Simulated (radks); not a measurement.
# Taking charge from the 4s level of Se in fractions

What happens to E and to the 4s eigenvalue of Se when a fraction of an electron is removed? The exact functional would give straight lines between whole numbers for a frontier level.

The numbers are computed with radks (a radial shooting solver on a logarithmic mesh, Libxc functionals) version 1 (Dirac Kohn-Sham, PBEsol, spin-unpolarised, spherical densities, point nucleus; open shells fill j = l - 1/2 first), except any that are marked as measured or tabulated.

### Step 1. What is computed

| Item | Value |
| --- | --- |
| element | selenium (Z = 34) |
| charge | 0 |
| electrons | 34 |
| configuration | [Ar] 3d10 4s2 4p4 |

### Step 2. Start: [Ar] 3d10 4s2 4p4

Settings of this run:

```text
Z 34
configuration [Ar] 3d10 4s2 4p4
relativity Dirac
functional pbe_sol,pbe_sol
spin unpolarised
j_filling energy
nucleus point
c 137.035999084
```

### Step 3. 0.125 electron removed from 4s

Changes since step 2:

```diff
@@ -1,3 +1,3 @@
 Z 34
-configuration [Ar] 3d10 4s2 4p4
+configuration [Ar] 3d10 4s1.875 4p4
 relativity Dirac
```

### Step 4. 0.25 electron removed from 4s

Changes since step 3:

```diff
@@ -1,3 +1,3 @@
 Z 34
-configuration [Ar] 3d10 4s1.875 4p4
+configuration [Ar] 3d10 4s1.75 4p4
 relativity Dirac
```

### Step 5. 0.375 electron removed from 4s

Changes since step 4:

```diff
@@ -1,3 +1,3 @@
 Z 34
-configuration [Ar] 3d10 4s1.75 4p4
+configuration [Ar] 3d10 4s1.625 4p4
 relativity Dirac
```

### Step 6. 0.5 electron removed from 4s

Changes since step 5:

```diff
@@ -1,3 +1,3 @@
 Z 34
-configuration [Ar] 3d10 4s1.625 4p4
+configuration [Ar] 3d10 4s1.5 4p4
 relativity Dirac
```

### Step 7. 0.625 electron removed from 4s

Changes since step 6:

```diff
@@ -1,3 +1,3 @@
 Z 34
-configuration [Ar] 3d10 4s1.5 4p4
+configuration [Ar] 3d10 4s1.375 4p4
 relativity Dirac
```

### Step 8. 0.75 electron removed from 4s

Changes since step 7:

```diff
@@ -1,3 +1,3 @@
 Z 34
-configuration [Ar] 3d10 4s1.375 4p4
+configuration [Ar] 3d10 4s1.25 4p4
 relativity Dirac
```

### Step 9. 0.875 electron removed from 4s

Changes since step 8:

```diff
@@ -1,3 +1,3 @@
 Z 34
-configuration [Ar] 3d10 4s1.25 4p4
+configuration [Ar] 3d10 4s1.125 4p4
 relativity Dirac
```

### Step 10. 1 electron removed from 4s

Changes since step 9:

```diff
@@ -1,3 +1,3 @@
 Z 34
-configuration [Ar] 3d10 4s1.125 4p4
+configuration [Ar] 3d10 4s1 4p4
 relativity Dirac
```

What does the calculation give? Wanted: for each run, removed; E − E(0); eigenvalue; E minus straight line.

**Answer**, as computed:

```csv
removed (e),E − E(0) (eV),eigenvalue (eV),E minus straight line (eV)
0,0.000,-17.230,0.000
0.125,2.230,-18.454,-0.562
0.25,4.615,-19.705,-0.969
0.375,7.157,-20.979,-1.218
0.5,9.860,-22.276,-1.306
0.625,12.727,-23.595,-1.231
0.75,15.760,-24.933,-0.990
0.875,18.961,-26.291,-0.581
1,22.333,-27.667,0.000
```

What this shows: Removing the whole electron costs 22.333 eV, against 17.230 eV from minus the starting eigenvalue. Slater's transition state, half an electron removed, gives 22.276 eV. The trapezoid integral of minus the eigenvalue gives 22.335 eV over the range, against 22.333 eV from the energies (Janak's theorem). The eigenvalue moves by 10.4 eV per electron. E bends below the straight line by 1.31 eV at 0.5 electron removed.
